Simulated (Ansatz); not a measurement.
# SiH₆O₂ (built from SMILES O.O[SiH3]): search for a transition state

Aim: find the saddle point of a four-centre ligand exchange that is to form Si1–O7, H2–H6 and break Si1–H2, H6–O7, prove it by its vibrations, and relax downhill on both sides to see what it joins.

Method: PBE0-D4, def2-SVP first, then def2-TZVP; program: Ansatz 0.2.0, Gaussian basis.

31 further runs of the same task are left out: 31 set aside as unsound or not needed.

## (1) Starting geometry

The guess: 9 atoms, charge 0, spin multiplicity 1.

Atoms are counted from 1 here; the program's logs count them from 0.

Bond lengths: Si1–H3 1.447 Å, Si1–H4 1.456 Å, Si1–O5 1.629 Å, O5–H8 0.954 Å, O7–H9 0.966 Å. Angles: H3–Si1–H4 127.0°, H3–Si1–O5 95.0°, H4–Si1–O5 106.1°, Si1–O5–H8 124.2°.

Coordinates:

```xyz
9

Si   -0.59090   -0.34000    0.22540
H     0.76450   -1.59780   -0.10490
H    -1.45860   -1.03500   -0.70080
H    -0.45940   -0.58630    1.65460
O    -1.34940    1.09460    0.08150
H     1.42550   -0.95180   -0.42790
O     1.23660    0.31800   -0.46590
H    -1.06070    1.89910    0.50590
H     1.49230    1.19930   -0.76810
```

Distances that are to change: Si1–O7 2.06 Å, H2–H6 0.98 Å, Si1–H2 1.88 Å, H6–O7 1.28 Å.

## (2) Constrained relaxation of the guess

File hold/in.yaml:

```yaml
crystal:
  periodic: [false, false, false]
  atoms:
    - {symbol: Si, position_ang: [-0.590900, -0.340000, 0.225400]}
    - {symbol: H, position_ang: [0.764500, -1.597800, -0.104900]}
    - {symbol: H, position_ang: [-1.458600, -1.035000, -0.700800]}
    - {symbol: H, position_ang: [-0.459400, -0.586300, 1.654600]}
    - {symbol: O, position_ang: [-1.349400, 1.094600, 0.081500]}
    - {symbol: H, position_ang: [1.425500, -0.951800, -0.427900]}
    - {symbol: O, position_ang: [1.236600, 0.318000, -0.465900]}
    - {symbol: H, position_ang: [-1.060700, 1.899100, 0.505900]}
    - {symbol: H, position_ang: [1.492300, 1.199300, -0.768100]}
basis:
  gaussian: {orbitals: def2-SVP}
hamiltonian: {xc: pbe0, dispersion: d4}
relax: {f_tol: 0.08, max_steps: 120, escape_saddle: false, constraints: [{distance: [0, 6]}, {distance: [1, 5]}, {distance: [0, 1]}, {distance: [5, 6]}]}
```

No record of the launch command was kept for these runs.

Further steps of the session: Saddle search in the small basis; Saddle search in triple zeta; Vibrations at the point found; Relaxing after a step of 0.30 Å one way along the mode; Relaxing after a step of 0.30 Å the other way along the mode.

Q: Predict the outcome of this session. Wanted: imaginary mode; barrier from the start side; barrier from the end side; energy of the step; pairs that change; zero-point energy at the saddle.

The runs gave:

| quantity | value |
| --- | --- |
| imaginary mode | 1064i cm⁻¹ |
| barrier from the start side | 1.590 eV |
| barrier from the end side | 2.265 eV |
| energy of the step | -0.676 eV |
| pairs that change | Si1–O7 formed, H2–H6 formed, Si1–H2 broken, H6–O7 broken |
| zero-point energy at the saddle | 1.637 eV |

What this shows: One imaginary mode, 1064i cm⁻¹, makes this a first-order saddle. Going downhill both ways gives the intended start and end. At PBE0-D4/def2-TZVP the electronic barrier is 1.590 eV, about 62 kT at 298 K, and the step runs 0.676 eV downhill. With so stiff a mode tunnelling counts: Wigner's rough correction is a factor of 2.1 at 298 K. A step off the saddle overshot and began above it in energy, so the link to its end is likely but not proven. Lower complexes than these ends may exist.
